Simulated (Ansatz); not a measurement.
# BFH₅NO₂ (built from SMILES F.NB(O)O): a saddle search

Does the minimum-mode search get back to a saddle from here?

Computed with Ansatz 0.2.0, Gaussian basis. Level: B3LYP-D4/def2-SVP.

## (1) The system as given

The start, a known saddle point with all atoms moved at random by about 0.06 Å a coordinate: 10 atoms, charge 0, spin multiplicity 1.

Atoms are counted from 1 here; the program's logs count them from 0.

Bond lengths: B1–N2 1.545 Å, B1–O3 1.372 Å, B1–O4 1.373 Å, N2–H5 1.188 Å, N2–H7 1.089 Å, N2–H8 1.047 Å, O3–H9 0.975 Å, O4–H10 0.973 Å, H5–F6 1.163 Å. Angles: N2–B1–O3 109.1°, N2–B1–O4 126.0°, O3–B1–O4 118.0°, B1–N2–H5 72.0°, B1–N2–H7 113.3°, B1–N2–H8 119.1°, H5–N2–H7 124.8°, H5–N2–H8 116.3°, H7–N2–H8 107.9°, B1–O3–H9 110.7°, B1–O4–H10 110.3°, N2–H5–F6 148.2°.

As a file:

```xyz
10
BFH5NO2
B    -0.34961    0.13653   -0.18435
N     1.15961   -0.17614   -0.08183
O    -0.84766   -0.42569   -1.33293
O    -0.97775    1.25155    0.31226
H     0.59473   -0.81381    0.74645
F    -0.39899   -1.05730    1.29850
H     1.76870    0.70429    0.11991
H     1.62009   -0.71754   -0.85013
H    -1.81338   -0.29980   -1.38821
H    -0.81752    1.33240    1.26905
```

## (2) The search

The input, run/in.yaml:

```yaml
crystal:
  periodic: [false, false, false]
  atoms:
    - {symbol: B, position_ang: [-0.349614, 0.136534, -0.184347]}
    - {symbol: N, position_ang: [1.159606, -0.176141, -0.081826]}
    - {symbol: O, position_ang: [-0.847662, -0.425693, -1.332931]}
    - {symbol: O, position_ang: [-0.977751, 1.251548, 0.312261]}
    - {symbol: H, position_ang: [0.594732, -0.813813, 0.746448]}
    - {symbol: F, position_ang: [-0.398993, -1.057296, 1.298498]}
    - {symbol: H, position_ang: [1.768705, 0.704294, 0.119913]}
    - {symbol: H, position_ang: [1.620087, -0.717535, -0.850126]}
    - {symbol: H, position_ang: [-1.813381, -0.299802, -1.388213]}
    - {symbol: H, position_ang: [-0.817524, 1.332399, 1.269048]}
basis:
  gaussian: {orbitals: def2-SVP}
hamiltonian: {xc: {name: B3LYP}, dispersion: d4}
saddle:
  f_tol: 0.02
  max_steps: 40
  mode_guess:
    - [-0.1987, -0.2541, 0.3466]
    - [0.0434, -0.1040, 0.1149]
    - [0.0081, -0.0212, 0.0494]
    - [0.0009, 0.0184, 0.0517]
    - [0.5734, 0.1446, -0.3274]
    - [-0.3895, 0.2405, -0.2593]
    - [-0.0211, -0.0247, 0.0372]
    - [-0.0014, -0.0457, 0.0203]
    - [0.0114, -0.0040, -0.0433]
    - [-0.0264, 0.0502, 0.0099]
```

The run is started by

```sh
ansatz run in.yaml --threads 4 --pin off --events-out ev --progress --plain --max-ram 9574MiB
```

Standard output, cut to the lines that bear on the results:

```text
Functional definition: B3LYP
  name "B3LYP"
  cite "Stephens, Devlin, Chabalowski & Frisch, J. Phys. Chem. 98, 11623 (1994) doi:10.1021/j100096a001"
  cite "Becke, Phys. Rev. A 38, 3098 (1988) doi:10.1103/PhysRevA.38.3098"
  cite "Lee, Yang & Parr, Phys. Rev. B 37, 785 (1988) doi:10.1103/PhysRevB.37.785"
  cite "Vosko, Wilk & Nusair, Can. J. Phys. 58, 1200 (1980) doi:10.1139/p80-159"
[...]
1023 factors; integrals over basis functions are off by at most 3.3e-4 eV
[...]
mean field -9055.25471344 eV, -332.7744728469 hartree, gradient 1.6e-5 eV, S^2 0.000000; 0 other end points of the search recorded, 0 dependent functions left out
[...]
reference -9055.25491938 eV, -332.7744804150 hartree; 21, 21 occupied and 74, 74 virtual orbitals, 1023 factors
[... from here to the last solve, the lines of the solves are left out (105 solves) ...]
saddle step   1: F+E_penalty+E_count = -9055.49096280 eV  max|allowed force component| = 2.340e0 eV/Å  curvature = -6.8159 eV/Å²  mode residual = 3.97e0 eV/Å²  Δτ_max = 0.0000 Å  (1 rotations, 3 force calls, 68 SCF iters)  cluster: 3 rotations left out, max|force component along them| = [...]
saddle step   4: F+E_penalty+E_count = -9055.83160354 eV  max|allowed force component| = 1.245e-1 eV/Å  curvature = -9.8914 eV/Å²  mode residual = 1.27e0 eV/Å²  Δτ_max = 0.0083 Å  (1 rotations, 3 force calls, 73 SCF iters)  cluster: 3 rotations left out, max|force component along them| = [...]
saddle step  11: F+E_penalty+E_count = -9055.83396466 eV  max|allowed force component| = 6.186e-3 eV/Å  curvature = -9.9072 eV/Å²  mode residual = 1.95e-1 eV/Å²  Δτ_max = 0.0012 Å  (1 rotations, 7 force calls, 117 SCF iters)  cluster: 3 rotations left out, max|force component along them| [...]
saddle step  12: F+E_penalty+E_count = -9055.83402330 eV  max|allowed force component| = 3.672e-3 eV/Å  curvature = -9.8176 eV/Å² (error put at 0.0074; -9.8249 at half of saddle.amplitude)  mode residual = 1.15e-1 eV/Å²  Δτ_max = 0.0123 Å  (1 rotations, 69 force calls, 1034 SCF iters)  [...]
Total energy: -9055.83422568 eV, -332.7957695288 hartree
Atom 0 at    -0.353896     0.133357    -0.229694 Å, force     0.002971    -0.001760    -0.000279 eV/Å
Atom 1 at     1.162741    -0.144356    -0.080530 Å, force     0.000987    -0.001626    -0.002603 eV/Å
Atom 2 at    -0.886607    -0.472124    -1.333249 Å, force    -0.001228    -0.001246     0.000922 eV/Å
Atom 3 at    -0.914654     1.276638     0.298641 Å, force     0.000098     0.002814     0.003310 eV/Å
Atom 4 at     0.682650    -0.842484     0.834344 Å, force     0.000345     0.002611     0.000640 eV/Å
Atom 5 at    -0.411531    -1.046010     1.252618 Å, force    -0.003519    -0.002720     0.002174 eV/Å
Atom 6 at     1.740785     0.653835     0.174742 Å, force    -0.000491     0.000719     0.000124 eV/Å
Atom 7 at     1.569035    -0.646625    -0.868518 Å, force     0.001516     0.001277    -0.000812 eV/Å
Atom 8 at    -1.834779    -0.303867    -1.395861 Å, force     0.000067     0.001412     0.000195 eV/Å
Atom 9 at    -0.815540     1.326132     1.256231 Å, force    -0.000746    -0.001482    -0.003672 eV/Å
Dipole moment:     0.501313     0.248094    -0.055393 e Å
```

It took 84 s on 4 threads of Arm Neoverse V1, shared host.

Relaxation path:

| step | energy from step 1 (eV) | largest force component (eV/Å) |
| --- | --- | --- |
| 1 | 0.0000 | 2.3402 |
| 2 | -0.2850 | 0.8616 |
| 3 | -0.3391 | 0.2836 |
| 4 | -0.3406 | 0.1245 |
| 5 | -0.3413 | 0.0824 |
| 6 | -0.3421 | 0.0686 |
| 7 | -0.3426 | 0.0397 |
| 8 | -0.3427 | 0.0329 |
| 9 | -0.3429 | 0.0229 |
| 10 | -0.3430 | 0.0244 |
| 11 | -0.3430 | 0.0062 |
| 12 | -0.3431 | 0.0037 |

Close pairs (by a distance rule), those that changed most:

| bond | before (Å) | after (Å) | change (Å) |
| --- | --- | --- | --- |
| N2–H7 | 1.089 | 1.018 | -0.071 |
| N2–H5 | 1.188 | 1.247 | +0.059 |
| N2–H8 | 1.047 | 1.019 | -0.028 |
| H5–F6 | 1.163 | 1.189 | +0.026 |
| O3–H9 | 0.975 | 0.965 | -0.010 |
| O4–H10 | 0.973 | 0.964 | -0.009 |
| B1–O4 | 1.373 | 1.379 | +0.006 |
| B1–O3 | 1.372 | 1.367 | -0.006 |

## (3) Summary of results

| quantity | value |
| --- | --- |
| steps | 12 |
| energy change | -7.9 kcal/mol |
| last largest force | 0.0037 eV/Å |
| RMSD from the start | 0.067 Å |
| RMSD from the known saddle | 0.021 Å |

What this shows: It converged in 12 steps at a force tolerance of 0.02 eV/Å. It is back at the known saddle, up to the shift that another level brings.
